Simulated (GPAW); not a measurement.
Crystal: Al3Ag.

```
Ag Al
1.0
     4.08151    0.00000    0.00000
     0.00000    4.08151    0.00000
     0.00000    0.00000    4.08151
Ag Al
1 3
Direct
  0.00000 0.00000 0.00000
  0.50000 0.50000 0.00000
  0.50000 0.00000 0.50000
  0.00000 0.50000 0.50000
```

The cell comes from a database or a generator and needn't be the stable form of this composition.

* Program: GPAW 26.7.0
* Task: single point
* Functional: PBEsol
* Potentials or basis: PAW data sets generated in the run's folder for this functional
* Cutoff: 600 eV
* Basis: pw
* k mesh: 7 × 7 × 7
* Occupations: fermi-dirac, width 0.05 eV
* Spin: no spin polarisation

On this cell: pressure -3.0 GPa; largest force zero by symmetry; band gap on the k mesh none (metal or under the smearing width).

The same run follows on a disturbed copy (atoms moved at random, drawn with an rms of 0.05 Å):

```
Ag Al
1.0
     4.08151    0.00000    0.00000
     0.00000    4.08151    0.00000
     0.00000    0.00000    4.08151
Ag Al
1 3
Cartesian
  0.0085 0.0036 0.0221
  2.0212 2.0105 0.0255
  2.0466 0.0621 2.0296
  -0.0508 2.0291 2.0367
```

Question: What changes?

Answer: The energy (extrapolated to zero smearing) moves by +5.7 meV/atom; pressure -2.8 GPa; largest force 0.378 eV/Å; band gap on the k mesh none (metal or under the smearing width).

Forces on the atoms (eV/Å):
```
Ag   0.016 -0.131 -0.089
Al  -0.038  0.261 -0.154
Al  -0.125 -0.330  0.135
Al   0.147  0.201  0.108
```

Stress tensor (GPa, compression positive):
```
-2.81  0.17  0.03
 0.17 -2.78 -0.10
 0.03 -0.10 -2.83
```
